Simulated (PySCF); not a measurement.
# Hf(SH)4: other functionals and bases at one geometry

How far do other levels of theory move the description of Hf(SH)4, and what does each cost? It is a constructed species; whether it can be made isn't addressed.

Program: PySCF 2.14.0. Level of theory: several levels, as the steps say, no spin–orbit coupling. These are calculated values, not measurements.

3 further runs of the same task are left out: 2 for a known fault of the program, 1 set aside as unsound or not needed.

## 1. The system as given

9 atoms, charge 0, spin multiplicity 1.

Bond lengths: Hf1–S2 2.436 Å, Hf1–S4 2.436 Å, Hf1–S6 2.436 Å, Hf1–S8 2.436 Å, S2–H3 1.359 Å, S4–H5 1.359 Å, S6–H7 1.359 Å, S8–H9 1.359 Å. Angles: S2–Hf1–S4 110.5°, S2–Hf1–S6 108.9°, S2–Hf1–S8 108.9°, S4–Hf1–S6 108.9°, S4–Hf1–S8 108.9°, S6–Hf1–S8 110.5°, Hf1–S2–H3 90.3°, Hf1–S4–H5 90.3°, Hf1–S6–H7 90.3°, Hf1–S8–H9 90.3°.

Coordinates:

```xyz
9

Hf    0.0000    0.0000    0.0000
S     1.3432    1.4849    1.3881
H     1.7652    0.4258    2.1268
S    -1.3432   -1.4849    1.3881
H    -1.7652   -0.4258    2.1268
S     1.4850   -1.3432   -1.3881
H     0.4258   -1.7653   -2.1268
S    -1.4850    1.3432   -1.3881
H    -0.4258    1.7653   -2.1268
```

Formal oxidation states: Hf +4. An earlier session relaxed this geometry at r2SCAN, Hf def2-SVP with ECP60, S def2-SVP, H def2-SVP (singlet, point group S4).

At r2SCAN on the finer grid: E = -1642.810804 Eh, HOMO -7.00 eV, LUMO -2.87 eV, Mulliken charge on Hf1 +0.67 e, largest force component 0.010 eV/Å. 

Levels to run: HF; BP86; B3LYP; BLYP; r2SCAN, TZVP; r2SCAN, x2c-SVP. Hardware: 2 threads of Arm Neoverse V1, shared host.

## 2. HF

run.py (the lines that set the calculation)

```python
mol = gto.M(atom='''
Hf     0.00000     0.00000    -0.00001
S      1.34321     1.48494     1.38813
H      1.76517     0.42576     2.12679
S     -1.34321    -1.48494     1.38813
H     -1.76517    -0.42576     2.12679
S      1.48499    -1.34323    -1.38813
H      0.42577    -1.76527    -2.12679
S     -1.48499     1.34323    -1.38813
H     -0.42577     1.76527    -2.12679''',
    basis={'Hf': 'def2-SVP', 'S': 'def2-SVP', 'H': 'def2-SVP'},
    ecp={'Hf': 'def2-SVP'},
    charge=0, spin=0)
mf = scf.RHF(mol)
mf = mf.density_fit()  # fitting sets: Hf def2-universal-JKFIT, S def2-universal-JKFIT, H def2-universal-JKFIT
mf.conv_tol = 1e-08; mf.max_cycle = 55
mf.kernel(dm0)  # dm0: the density of the relaxed state
```

Launch:

```bash
$ OMP_NUM_THREADS=2 python run.py
```

## 3. BP86

Changes to run.py (the lines that set the calculation) since step 2:

```diff
@@ -13,3 +13,4 @@
     charge=0, spin=0)
-mf = scf.RHF(mol)
+mf = dft.RKS(mol, xc='B88,P86')
+mf.grids.atom_grid = (75, 302)
 mf = mf.density_fit()  # fitting sets: Hf def2-universal-JKFIT, S def2-universal-JKFIT, H def2-universal-JKFIT
```

## 4. B3LYP

Changes to run.py (the lines that set the calculation) since step 3:

```diff
@@ -13,3 +13,3 @@
     charge=0, spin=0)
-mf = dft.RKS(mol, xc='B88,P86')
+mf = dft.RKS(mol, xc='B3LYP')
 mf.grids.atom_grid = (75, 302)
```

## 5. BLYP

Changes to run.py (the lines that set the calculation) since step 4:

```diff
@@ -13,3 +13,3 @@
     charge=0, spin=0)
-mf = dft.RKS(mol, xc='B3LYP')
+mf = dft.RKS(mol, xc='BLYP')
 mf.grids.atom_grid = (75, 302)
```

## 6. r2SCAN, TZVP

Basis: Hf def2-TZVP with ECP60, S def2-TZVP, H def2-TZVP. 

Changes to run.py (the lines that set the calculation) since step 5:

```diff
@@ -10,6 +10,6 @@
 H     -0.42577     1.76527    -2.12679''',
-    basis={'Hf': 'def2-SVP', 'S': 'def2-SVP', 'H': 'def2-SVP'},
-    ecp={'Hf': 'def2-SVP'},
+    basis={'Hf': 'def2-TZVP', 'S': 'def2-TZVP', 'H': 'def2-TZVP'},
+    ecp={'Hf': 'def2-TZVP'},
     charge=0, spin=0)
-mf = dft.RKS(mol, xc='BLYP')
+mf = dft.RKS(mol, xc='R2SCAN')
 mf.grids.atom_grid = (75, 302)
@@ -17,2 +17,2 @@
 mf.conv_tol = 1e-08; mf.max_cycle = 55
-mf.kernel(dm0)  # dm0: the density of the relaxed state
+mf.kernel(dm0)  # dm0: free metal ions and neutral atoms
```

## 7. r2SCAN, x2c-SVP

Basis: Hf x2c-SVPall, S x2c-SVPall, H x2c-SVPall. All electrons are treated, with the spin-free X2C Hamiltonian.

run.py (the lines that set the calculation)

```python
mol = gto.M(atom='''
Hf     0.00000     0.00000    -0.00001
S      1.34321     1.48494     1.38813
H      1.76517     0.42576     2.12679
S     -1.34321    -1.48494     1.38813
H     -1.76517    -0.42576     2.12679
S      1.48499    -1.34323    -1.38813
H      0.42577    -1.76527    -2.12679
S     -1.48499     1.34323    -1.38813
H     -0.42577     1.76527    -2.12679''',
    basis={'Hf': 'x2c-SVPall', 'S': 'x2c-SVPall', 'H': 'x2c-SVPall'},
    nucmod='G',
    charge=0, spin=0)
mf = dft.RKS(mol, xc='R2SCAN')
mf.grids.atom_grid = (99, 590)
mf = mf.density_fit()  # fitting sets: Hf AutoAux, S AutoAux, H AutoAux
mf = mf.sfx2c1e()
mf.conv_tol = 1e-08; mf.max_cycle = 55
mf.kernel(dm0)  # dm0: free metal ions and neutral atoms
```

What does the calculation give? Wanted: for each run, HOMO; gap; charge on Hf1; dipole; largest force.

**Answer**, as computed:

| level | state | HOMO (eV) | gap (eV) | charge on Hf1 (e) | dipole (D) | largest force (eV/Å) | basis functions | time |
| --- | --- | --- | --- | --- | --- | --- | --- | --- |
| r2SCAN (relaxed here) | singlet | -7.00 | 4.13 | 0.67 | 0.00 | 0.01 | 124 | 49 s |
| HF | singlet | -10.61 | 11.86 | 1.07 | 0.00 | 0.49 | 124 | 5.1 s |
| BP86 | singlet | -6.74 | 3.67 | 0.48 | 0.00 | 0.30 | 124 | 9.6 s |
| B3LYP | singlet | -7.53 | 5.21 | 0.59 | 0.00 | 0.12 | 124 | 10 s |
| BLYP | singlet | -6.39 | 3.65 | 0.46 | 0.00 | 0.45 | 124 | 9.4 s |
| r2SCAN, TZVP | singlet | -6.99 | 4.13 | 1.00 | 0.00 | 0.16 | 212 | 42 s |
| r2SCAN, x2c-SVP | singlet | -7.07 | 3.92 | 0.35 | 0.00 | 0.42 | 158 | 82 s |

Times are on 2 threads of Arm Neoverse V1, shared host; the first row also made further properties.

In one basis the HOMO–LUMO gap runs from 3.65 eV (BLYP) to 11.86 eV (HF). The largest leftover force, 0.49 eV/Å with HF, stands at a geometry relaxed at another level. The Mulliken charge on Hf spans +0.35 to +1.07 e over the levels. Total energies of different levels can't be compared. Spin–orbit coupling is left out throughout.
